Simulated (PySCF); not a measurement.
**C₃H₆ClFSi: electronic excitations at several levels of theory**

Aim: compute the electronic excitations of C₃H₆ClFSi (`F[Si@@H]1CC[C@H]1Cl`) at several levels, and see how far they spread and what each costs.

The runs use PySCF 2.14.0, with density-fitted response routines of our own; the level of theory stands in each step. All values are computed, except where a source is named. Atoms are numbered from 0 throughout.

## Step 1: The starting structure

12 atoms, charge 0, multiplicity 1; geometry from: GFN2-xTB. The atoms were then displaced at random by about 0.01 Å, so the start is not that level's minimum.

Bonds of the start (Å): F0–Si1 1.63, Si1–C2 1.92, C2–C3 1.50, C3–C4 1.53, C4–Cl5 1.77, C4–Si1 1.92, Si1–H6 1.45, C2–H7 1.09, C2–H8 1.11, C3–H9 1.09, C3–H10 1.13, C4–H11 1.10.

## Step 2: Geometry optimisation at PBE0-D3(BJ)/def2-SVP

Job settings and geometry (Å):

```
{"job": {"xc": "PBE0", "basis": "def2-SVP", "d3": "d3bj", "grid": 1, "shake": 0.01, "kind": "geom"}, "charge": 0, "multiplicity": 1}
F      2.044140    -0.020510     1.715900
Si     1.309080    -0.257210     0.281560
C      0.194870     1.164630    -0.366820
C     -0.994570     0.250320    -0.386280
C     -0.475860    -0.948480     0.412760
Cl    -0.845210    -2.527100    -0.306490
H      2.313720    -0.933840    -0.521020
H      0.462350     1.611930    -1.328960
H      0.099120     1.989020     0.371980
H     -1.267100    -0.062150    -1.389290
H     -1.926510     0.690320     0.067120
H     -0.874340    -0.985200     1.440520
```

Command:

```
$ OMP_NUM_THREADS=1 python probes_run.py task.json out
```

This one command runs all jobs of the session in turn.

Log:

```text
step   0  E = -966.60463464  max force = 0.028605
step   1  E = -966.60625467  max force = 0.028472
step   2  E = -966.60908002  max force = 0.009175
step   3  E = -966.60948490  max force = 0.001268
step   4  E = -966.60961139  max force = 0.002046
step   5  E = -966.60988235  max force = 0.004820
step   6  E = -966.61013391  max force = 0.005523
step   7  E = -966.61034546  max force = 0.004004
step   8  E = -966.61054402  max force = 0.001171
step   9  E = -966.61071020  max force = 0.002772
step  10  E = -966.61083999  max force = 0.003164
step  11  E = -966.61096020  max force = 0.001844
step  12  E = -966.61099499  max force = 0.000491
step  13  E = -966.61099953  max force = 0.000218
optimisation converged
```

Run time: 88 s. Hardware: 1 thread of Arm Neoverse V1, shared host; peak memory 0.49 GiB.

Along the way:

| step | energy from step 0 (eV) | largest force component (eV/Å) |
| --- | --- | --- |
| 0 | 0.0000 | 1.4709 |
| 1 | -0.0441 | 1.4641 |
| 2 | -0.1210 | 0.4718 |
| 3 | -0.1320 | 0.0652 |
| 4 | -0.1354 | 0.1052 |
| 5 | -0.1428 | 0.2479 |
| 6 | -0.1496 | 0.2840 |
| 7 | -0.1554 | 0.2059 |
| 8 | -0.1608 | 0.0602 |
| 9 | -0.1653 | 0.1425 |
| 10 | -0.1689 | 0.1627 |
| 11 | -0.1721 | 0.0948 |
| 12 | -0.1731 | 0.0252 |
| 13 | -0.1732 | 0.0112 |

Close pairs (by a distance rule), those that changed most:

| bond | before (Å) | after (Å) | change (Å) |
| --- | --- | --- | --- |
| C2–C3 | 1.500 | 1.553 | +0.053 |
| Si1–C2 | 1.919 | 1.878 | -0.041 |
| Si1–H6 | 1.453 | 1.487 | +0.034 |
| Si1–C4 | 1.919 | 1.888 | -0.031 |
| C3–H10 | 1.126 | 1.101 | -0.025 |
| C3–C4 | 1.531 | 1.549 | +0.018 |
| C3–H9 | 1.085 | 1.102 | +0.017 |
| C2–H8 | 1.111 | 1.101 | -0.010 |

The next job starts from the end point, and lists it.

| at the end point | value |
| --- | --- |
| point group (found at 0.08 Å tolerance) | C1 |
| rotational constants (GHz, main isotopes) | 3.579, 1.572, 1.181 |
| dipole moment (D) | 2.15 |

## Step 3: Excited states and response: PBE0/def2-SVP

Job settings and geometry (Å):

```
{"job": {"kind": "uv", "xc": "PBE0", "basis": "def2-SVP"}, "charge": 0, "multiplicity": 1}
F      1.469760     0.227051     2.274257
Si     1.044103    -0.161546     0.754996
C      0.322639     1.156486    -0.372104
C     -0.679555     0.062568    -0.831606
C     -0.685177    -0.842817     0.425356
Cl    -1.008654    -2.567906     0.156376
H      2.143968    -0.981638     0.181959
H      0.925826     1.621362    -1.163370
H     -0.181498     1.950636     0.200901
H     -0.266950    -0.507548    -1.679573
H     -1.674364     0.425837    -1.133039
H     -1.414111    -0.474317     1.163554
```

Level: TDDFT PBE0/def2-SVP, vertical, gas phase, core orbitals frozen in the response.

Log:

```text
coarse grid: 11312 points
cycle   1  E = -966.4244465113  dE =  5.461e-01  |g| = 5.734e-01  |ddm| = 3.539e+00
cycle   2  E = -966.3674708472  dE =  5.698e-02  |g| = 8.362e-01  |ddm| = 1.434e+00
cycle   3  E = -966.4885336527  dE = -1.211e-01  |g| = 7.885e-02  |ddm| = 8.681e-01
cycle   4  E = -966.4897889718  dE = -1.255e-03  |g| = 2.713e-02  |ddm| = 1.158e-01
cycle   5  E = -966.4899610480  dE = -1.721e-04  |g| = 8.522e-03  |ddm| = 3.604e-02
cycle   6  E = -966.4899809458  dE = -1.990e-05  |g| = 1.340e-03  |ddm| = 1.463e-02
cycle   7  E = -966.4899813408  dE = -3.950e-07  |g| = 5.949e-04  |ddm| = 2.286e-03
final grid: 101136 points
cycle   8  E = -966.6008774136  dE = -1.635e-05  |g| = 5.737e-03  |ddm| = 1.840e-02
cycle   9  E = -966.6008709787  dE =  6.435e-06  |g| = 7.568e-03  |ddm| = 1.310e-02
cycle  10  E = -966.6008861780  dE = -1.520e-05  |g| = 7.573e-04  |ddm| = 8.034e-03
cycle  11  E = -966.6008863045  dE = -1.265e-07  |g| = 1.589e-04  |ddm| = 1.144e-03
cycle  12  E = -966.6008863093  dE = -4.786e-09  |g| = 4.606e-05  |ddm| = 1.951e-04
cycle  13  E = -966.6008863098  dE = -4.729e-10  |g| = 8.260e-06  |ddm| = 6.882e-05
converged SCF energy = -966.6008863098

Static polarisability (au): isotropic 59.235, principal 50.335 59.093 68.279

Singlet excitations
state   eV       nm        f      main configurations
  1   6.7038    184.9   0.00759   H->L 0.93
  2   7.3417    168.9   0.00051   H-1->L 0.67, H->L+1 0.23
  3   7.3558    168.6   0.00834   H->L+1 0.68, H-1->L 0.22
  4   7.7582    159.8   0.02829   H->L+2 0.92
  5   7.7984    159.0   0.01038   H-2->L 0.83, H-1->L+1 0.11
  6   8.0710    153.6   0.00596   H-1->L+1 0.78, H-2->L 0.14
  7   8.3329    148.8   0.01161   H->L+3 0.69, H-1->L+2 0.21
  8   8.3761    148.0   0.01514   H-1->L+2 0.65, H->L+3 0.26
  9   8.5296    145.4   0.02088   H-2->L+1 0.96
 10   8.6964    142.6   0.03628   H-2->L+2 0.83

Triplet excitations (Tamm-Dancoff, eV): 6.0253 6.6981 6.9762 7.2018
```

It took 15 s on 1 thread of Arm Neoverse V1, shared host; peak memory 0.64 GiB.

Frontier orbitals and where they lie:

| orbital | eV | atoms |
| --- | --- | --- |
| HOMO−3 | -9.87 | Cl5 40 %, C4 19 %, C2 12 % |
| HOMO−2 | -8.74 | C2 35 %, Si1 19 %, Cl5 11 % |
| HOMO−1 | -8.26 | Cl5 72 %, C3 7 %, C4 6 % |
| HOMO | -7.64 | Cl5 55 %, C4 18 %, Si1 13 % |
| LUMO | 0.52 | Si1 43 %, Cl5 13 %, C4 13 % |
| LUMO+1 | 1.09 | Si1 20 %, C4 16 %, Cl5 14 % |
| LUMO+2 | 1.32 | Si1 64 %, C2 9 %, C4 9 % |

With each of the 10 states as a Gaussian band of 0.4 eV half-width at 1/e, the curve within the window shown has maxima at 146 nm (ε 3,100) L/(mol cm). Beyond the last state computed it falls off for lack of states. The curve at chosen wavelengths:

| nm | ε (L/mol/cm) |
| --- | --- |
| 138 | 1140 |
| 141 | 2213 |
| 143 | 2794 |
| 146 | 3081 |
| 148 | 2903 |
| 151 | 2437 |
| 154 | 2133 |
| 156 | 2070 |
| 159 | 2012 |
| 161 | 1895 |
| 164 | 1565 |
| 167 | 1153 |
| 169 | 901 |
| 172 | 613 |
| 174 | 488 |
| 177 | 386 |
| 180 | 354 |
| 182 | 348 |
| 185 | 335 |
| 187 | 314 |
| 190 | 261 |
| 193 | 194 |
| 195 | 150 |
| 198 | 94 |
| 200 | 65 |
| 203 | 35 |

Further results of this job:

| property | computed |
| --- | --- |
| dipole moment (D) | 2.15 |
| polarisability (Å³) | 8.78 |
| HOMO–LUMO gap (eV) | 8.16 |
| −ε(HOMO) (eV) | 7.64 |

## Step 4: TDDFT and polarisability: PBE0/def2-TZVP

Settings changed since step 3:

```diff
@@ -1,2 +1,2 @@
-{"job": {"kind": "uv", "xc": "PBE0", "basis": "def2-SVP"}, "charge": 0, "multiplicity": 1}
+{"job": {"kind": "uv", "xc": "PBE0", "basis": "def2-TZVP"}, "charge": 0, "multiplicity": 1}
 F      1.469760     0.227051     2.274257
```

With the program's defaults for keys left out, this is: TDDFT PBE0/def2-TZVP, vertical, gas phase, core orbitals frozen in the response.

Log:

```text
coarse grid: 11312 points
cycle   1  E = -967.0558523082  dE =  5.709e-01  |g| = 5.995e-01  |ddm| = 2.679e+00
cycle   2  E = -966.9935357021  dE =  6.232e-02  |g| = 8.995e-01  |ddm| = 1.013e+00
cycle   3  E = -967.1202961217  dE = -1.268e-01  |g| = 8.611e-02  |ddm| = 5.716e-01
cycle   4  E = -967.1215654789  dE = -1.269e-03  |g| = 3.599e-02  |ddm| = 1.073e-01
cycle   5  E = -967.1218332835  dE = -2.678e-04  |g| = 9.297e-03  |ddm| = 3.005e-02
cycle   6  E = -967.1218550427  dE = -2.176e-05  |g| = 2.441e-03  |ddm| = 1.203e-02
cycle   7  E = -967.1218561411  dE = -1.098e-06  |g| = 7.569e-04  |ddm| = 2.684e-03
final grid: 101136 points
cycle   8  E = -967.1184331716  dE = -4.836e-05  |g| = 6.501e-03  |ddm| = 4.437e-02
cycle   9  E = -967.1184276813  dE =  5.490e-06  |g| = 7.769e-03  |ddm| = 1.122e-02
cycle  10  E = -967.1184423179  dE = -1.464e-05  |g| = 9.837e-04  |ddm| = 6.200e-03
cycle  11  E = -967.1184425211  dE = -2.032e-07  |g| = 2.698e-04  |ddm| = 1.107e-03
cycle  12  E = -967.1184425352  dE = -1.407e-08  |g| = 9.405e-05  |ddm| = 2.430e-04
cycle  13  E = -967.1184425368  dE = -1.655e-09  |g| = 1.989e-05  |ddm| = 8.774e-05
cycle  14  E = -967.1184425369  dE = -8.299e-11  |g| = 4.531e-06  |ddm| = 2.163e-05
converged SCF energy = -967.1184425369

Static polarisability (au): isotropic 68.216, principal 57.526 67.734 79.388

Singlet excitations
state   eV       nm        f      main configurations
  1   6.4325    192.7   0.00820   H->L 0.88, H->L+1 0.09
  2   6.9537    178.3   0.00475   H->L+1 0.80, H->L 0.10
  3   7.1025    174.6   0.00561   H-1->L 0.82, H-1->L+1 0.10
  4   7.2400    171.2   0.01788   H->L+2 0.88
  5   7.4233    167.0   0.00418   H-2->L 0.74, H-1->L+1 0.16
  6   7.7114    160.8   0.00488   H-1->L+1 0.61, H-2->L 0.24, H-1->L 0.09
  7   7.8514    157.9   0.02089   H-1->L+2 0.72
  8   7.9212    156.5   0.00825   H->L+3 0.89
  9   8.1075    152.9   0.01859   H-2->L+1 0.89
 10   8.1733    151.7   0.01767   H-2->L+2 0.80

Triplet excitations (Tamm-Dancoff, eV): 5.7838 6.4557 6.6103 6.7966
```

It took 42 s on 1 thread of Arm Neoverse V1, shared host; peak memory 0.9 GiB.

Key values: HOMO -7.77 eV, LUMO 0.11 eV; lowest singlet 6.43 eV.

## Step 5: Ultraviolet spectrum: PBE0/aug-cc-pVDZ

Settings changed since step 4:

```diff
@@ -1,2 +1,2 @@
-{"job": {"kind": "uv", "xc": "PBE0", "basis": "def2-TZVP"}, "charge": 0, "multiplicity": 1}
+{"job": {"kind": "uv", "xc": "PBE0", "basis": "aug-cc-pVDZ"}, "charge": 0, "multiplicity": 1}
 F      1.469760     0.227051     2.274257
```

Method: TDDFT PBE0/aug-cc-pVDZ, vertical, gas phase, core orbitals frozen in the response.

Log:

```text
coarse grid: 11312 points
cycle   1  E = -966.9531717731  dE =  6.207e-01  |g| = 5.444e-01  |ddm| = 7.935e+00
cycle   2  E = -966.9003218708  dE =  5.285e-02  |g| = 8.032e-01  |ddm| = 2.303e+00
cycle   3  E = -967.0123276169  dE = -1.120e-01  |g| = 8.070e-02  |ddm| = 1.187e+00
cycle   4  E = -967.0136562638  dE = -1.329e-03  |g| = 2.621e-02  |ddm| = 2.130e-01
cycle   5  E = -967.0138131452  dE = -1.569e-04  |g| = 8.495e-03  |ddm| = 6.879e-02
cycle   6  E = -967.0138337245  dE = -2.058e-05  |g| = 1.593e-03  |ddm| = 1.980e-02
cycle   7  E = -967.0138343370  dE = -6.125e-07  |g| = 5.612e-04  |ddm| = 4.354e-03
final grid: 101136 points
cycle   8  E = -967.0310509752  dE = -1.840e-05  |g| = 6.281e-03  |ddm| = 1.551e-01
cycle   9  E = -967.0310420445  dE =  8.931e-06  |g| = 8.533e-03  |ddm| = 3.314e-02
cycle  10  E = -967.0310614603  dE = -1.942e-05  |g| = 8.614e-04  |ddm| = 1.787e-02
cycle  11  E = -967.0310616313  dE = -1.710e-07  |g| = 1.895e-04  |ddm| = 1.726e-03
cycle  12  E = -967.0310616379  dE = -6.566e-09  |g| = 5.561e-05  |ddm| = 4.532e-04
cycle  13  E = -967.0310616386  dE = -7.155e-10  |g| = 1.407e-05  |ddm| = 1.395e-04
converged SCF energy = -967.0310616386

Static polarisability (au): isotropic 73.185, principal 62.063 73.167 84.324

Singlet excitations
state   eV       nm        f      main configurations
  1   6.3478    195.3   0.00892   H->L 0.66, H->L+1 0.17, H->L+4 0.10
  2   6.6170    187.4   0.00931   H->L+1 0.57, H->L 0.28
  3   6.8896    180.0   0.00539   H->L+2 0.79, H->L+3 0.12
  4   7.0176    176.7   0.01041   H-1->L 0.60, H-1->L+1 0.17, H-1->L+4 0.12
  5   7.0877    174.9   0.00323   H->L+3 0.55, H->L+1 0.14, H->L+2 0.13
  6   7.2305    171.5   0.00494   H-1->L+1 0.41, H-1->L 0.27, H-2->L 0.17
  7   7.2630    170.7   0.03395   H->L+4 0.65, H->L+3 0.21
  8   7.3690    168.3   0.00349   H-2->L 0.59, H-1->L+1 0.20, H-2->L+1 0.14
  9   7.4855    165.6   0.02299   H-1->L+2 0.49, H-2->L+1 0.18, H-1->L+3 0.15
 10   7.6358    162.4   0.00039   H-2->L+1 0.50, H-1->L+2 0.30, H-2->L 0.10

Triplet excitations (Tamm-Dancoff, eV): 5.7839 6.4068 6.4647 6.5836
```

Wall time 34 s (1 thread of Arm Neoverse V1, shared host); peak memory 0.84 GiB.

This run: HOMO -7.82 eV, LUMO -0.19 eV; lowest singlet 6.35 eV.

## Step 6: Excited states and response: PBE0/def2-TZVPD

Settings changed since step 5:

```diff
@@ -1,2 +1,2 @@
-{"job": {"kind": "uv", "xc": "PBE0", "basis": "aug-cc-pVDZ"}, "charge": 0, "multiplicity": 1}
+{"job": {"kind": "uv", "xc": "PBE0", "basis": "def2-TZVPD"}, "charge": 0, "multiplicity": 1}
 F      1.469760     0.227051     2.274257
```

Method: TDDFT PBE0/def2-TZVPD, vertical, gas phase, core orbitals frozen in the response.

Log:

```text
coarse grid: 11312 points
cycle   1  E = -967.0576210289  dE =  5.724e-01  |g| = 6.006e-01  |ddm| = 3.461e+00
cycle   2  E = -966.9929593869  dE =  6.466e-02  |g| = 9.080e-01  |ddm| = 1.236e+00
cycle   3  E = -967.1221602504  dE = -1.292e-01  |g| = 8.772e-02  |ddm| = 6.137e-01
cycle   4  E = -967.1234782720  dE = -1.318e-03  |g| = 3.659e-02  |ddm| = 1.110e-01
cycle   5  E = -967.1237569859  dE = -2.787e-04  |g| = 9.124e-03  |ddm| = 4.344e-02
cycle   6  E = -967.1237778759  dE = -2.089e-05  |g| = 2.602e-03  |ddm| = 1.215e-02
cycle   7  E = -967.1237791598  dE = -1.284e-06  |g| = 7.412e-04  |ddm| = 3.871e-03
final grid: 101136 points
cycle   8  E = -967.1203634257  dE = -5.044e-05  |g| = 6.511e-03  |ddm| = 1.542e-01
cycle   9  E = -967.1203579104  dE =  5.515e-06  |g| = 7.787e-03  |ddm| = 1.575e-02
cycle  10  E = -967.1203726034  dE = -1.469e-05  |g| = 9.839e-04  |ddm| = 7.985e-03
cycle  11  E = -967.1203728073  dE = -2.039e-07  |g| = 2.730e-04  |ddm| = 1.246e-03
cycle  12  E = -967.1203728218  dE = -1.454e-08  |g| = 9.509e-05  |ddm| = 2.943e-04
cycle  13  E = -967.1203728235  dE = -1.688e-09  |g| = 2.127e-05  |ddm| = 1.030e-04
cycle  14  E = -967.1203728236  dE = -9.504e-11  |g| = 4.681e-06  |ddm| = 2.846e-05
converged SCF energy = -967.1203728236

Static polarisability (au): isotropic 73.573, principal 62.561 73.464 84.693

Singlet excitations
state   eV       nm        f      main configurations
  1   6.2941    197.0   0.00922   H->L 0.84
  2   6.7022    185.0   0.00550   H->L+1 0.71, H->L+2 0.10, H->L 0.10
  3   6.9329    178.8   0.00699   H->L+2 0.76, H->L+1 0.11
  4   6.9596    178.1   0.00709   H-1->L 0.71
  5   7.2593    170.8   0.00076   H-2->L 0.40, H-1->L+1 0.23, H->L+3 0.17
  6   7.2695    170.6   0.00947   H->L+3 0.71, H-2->L 0.12
  7   7.4475    166.5   0.00474   H-1->L+1 0.50, H-2->L 0.41
  8   7.5113    165.1   0.03833   H->L+4 0.95
  9   7.5479    164.3   0.02928   H-1->L+2 0.73, H-2->L+1 0.09, H-1->L+1 0.08
 10   7.7601    159.8   0.00325   H-2->L+1 0.77, H-1->L+2 0.09

Triplet excitations (Tamm-Dancoff, eV): 5.6868 6.3432 6.4326 6.5830
```

Run time: 63 s. Hardware: 1 thread of Arm Neoverse V1, shared host; peak memory 1.1 GiB.

Key values: HOMO -7.81 eV, LUMO -0.14 eV; lowest singlet 6.29 eV.

## Step 7: Excited states and response: PBE0/6-31+G*

Settings changed since step 6:

```diff
@@ -1,2 +1,2 @@
-{"job": {"kind": "uv", "xc": "PBE0", "basis": "def2-TZVPD"}, "charge": 0, "multiplicity": 1}
+{"job": {"kind": "uv", "xc": "PBE0", "basis": "6-31+G*"}, "charge": 0, "multiplicity": 1}
 F      1.469760     0.227051     2.274257
```

Method: TDDFT PBE0/6-31+G*, vertical, gas phase, core orbitals frozen in the response.

Log:

```text
coarse grid: 11312 points
cycle   1  E = -966.9609226838  dE =  5.968e-01  |g| = 5.359e-01  |ddm| = 3.626e+00
cycle   2  E = -966.9127146098  dE =  4.821e-02  |g| = 7.811e-01  |ddm| = 1.395e+00
cycle   3  E = -967.0190736924  dE = -1.064e-01  |g| = 8.034e-02  |ddm| = 7.768e-01
cycle   4  E = -967.0203970401  dE = -1.323e-03  |g| = 2.571e-02  |ddm| = 1.305e-01
cycle   5  E = -967.0205495568  dE = -1.525e-04  |g| = 7.752e-03  |ddm| = 4.576e-02
cycle   6  E = -967.0205669129  dE = -1.736e-05  |g| = 1.459e-03  |ddm| = 1.710e-02
cycle   7  E = -967.0205674595  dE = -5.467e-07  |g| = 4.544e-04  |ddm| = 3.090e-03
final grid: 101136 points
cycle   8  E = -966.9734375334  dE = -1.545e-05  |g| = 6.270e-03  |ddm| = 4.604e-02
cycle   9  E = -966.9734291799  dE =  8.354e-06  |g| = 8.496e-03  |ddm| = 2.081e-02
cycle  10  E = -966.9734481774  dE = -1.900e-05  |g| = 8.362e-04  |ddm| = 1.279e-02
cycle  11  E = -966.9734483322  dE = -1.548e-07  |g| = 1.709e-04  |ddm| = 1.239e-03
cycle  12  E = -966.9734483372  dE = -4.930e-09  |g| = 5.352e-05  |ddm| = 2.592e-04
cycle  13  E = -966.9734483378  dE = -6.562e-10  |g| = 1.371e-05  |ddm| = 9.398e-05
converged SCF energy = -966.9734483378

Static polarisability (au): isotropic 66.468, principal 56.203 66.175 77.026

Singlet excitations
state   eV       nm        f      main configurations
  1   6.3895    194.0   0.00967   H->L 0.87
  2   6.7549    183.5   0.01187   H->L+1 0.81
  3   6.9986    177.2   0.00780   H->L+2 0.86
  4   7.0525    175.8   0.00721   H-1->L 0.78
  5   7.2609    170.8   0.00274   H->L+3 0.83
  6   7.3380    169.0   0.00743   H-1->L+1 0.40, H-2->L 0.39
  7   7.4761    165.8   0.00553   H-2->L 0.52, H-1->L+1 0.44
  8   7.5293    164.7   0.04861   H->L+4 0.87
  9   7.6044    163.0   0.02233   H-1->L+2 0.74, H-2->L+1 0.16
 10   7.7727    159.5   0.00297   H-2->L+1 0.73, H-1->L+2 0.15

Triplet excitations (Tamm-Dancoff, eV): 5.7864 6.4508 6.5221 6.6719
```

Wall time 17 s (1 thread of Arm Neoverse V1, shared host); peak memory 0.69 GiB.

This run: HOMO -7.84 eV, LUMO -0.11 eV; lowest singlet 6.39 eV.

## Step 8: Run by run: electronic excitations

Excitations and ground-state properties, with basis size and wall time:

| run | lowest singlet (eV) | brightest (eV) | f | gap (eV) | α (Å³) | μ (D) | functions | time |
| --- | --- | --- | --- | --- | --- | --- | --- | --- |
| PBE0/def2-SVP | 6.70 | 8.70 | 0.036 | 8.16 | 8.78 | 2.15 | 122 | 15 s |
| PBE0/def2-TZVP | 6.43 | 7.85 | 0.021 | 7.87 | 10.11 | 2.32 | 234 | 42 s |
| PBE0/aug-cc-pVDZ | 6.35 | 7.26 | 0.034 | 7.63 | 10.84 | 2.41 | 200 | 34 s |
| PBE0/def2-TZVPD | 6.29 | 7.51 | 0.038 | 7.67 | 10.90 | 2.37 | 294 | 63 s |
| PBE0/6-31+G* | 6.39 | 7.53 | 0.049 | 7.73 | 9.85 | 2.49 | 128 | 17 s |

## Step 9: Results

| quantity | value |
| --- | --- |
| point group | C1 |
| rotational constants (main isotopes) | 3.58, 1.57, 1.18 GHz |
| lowest singlet (PBE0/def2-SVP) | 6.70 eV (185 nm), f = 0.008 |
| brightest single state of those computed | state 10, 8.70 eV, f = 0.036 |
| lowest triplet | 6.03 eV |
| range of the lowest singlet | 6.29 to 6.70 eV |

In words: Single values in the summary come from the first sound run of each kind (PBE0/def2-SVP), which need not be the best level. The start of the PBE0/def2-SVP relaxation was shaken at random by about 0.01 Å, so part of the energy gained, and of the first lengths quoted, undoes that. The optimisation took 13 steps and gained 0.173 eV; among the close pairs (by a distance rule), C2–C3 changed most, from 1.500 to 1.553 Å. No frequency check was run at this level, so the end point may be a saddle. The lowest singlet, at 6.70 eV, is HOMO→LUMO 0.93 and is weak; of the 10 states computed, the strongest absorption comes from state 10 at 8.70 eV (the last computed, so partners may be missing). The lowest triplet lies 0.68 eV below the lowest singlet (triplets in Tamm-Dancoff, singlets in full TDDFT). At PBE0/def2-SVP, states above −ε(HOMO) (7.64 eV) lie where TDDFT describes them poorly and they hang on the basis; the brightest is among them. The basis of PBE0/def2-SVP has no diffuse functions, so Rydberg states are missing and the high states are unreliable. The lowest singlet runs from 6.29 eV (PBE0/def2-TZVPD) to 6.70 eV (PBE0/def2-SVP), while the orbital gap spans 7.63 to 8.16 eV. The lowest state need not be the same one in every run.
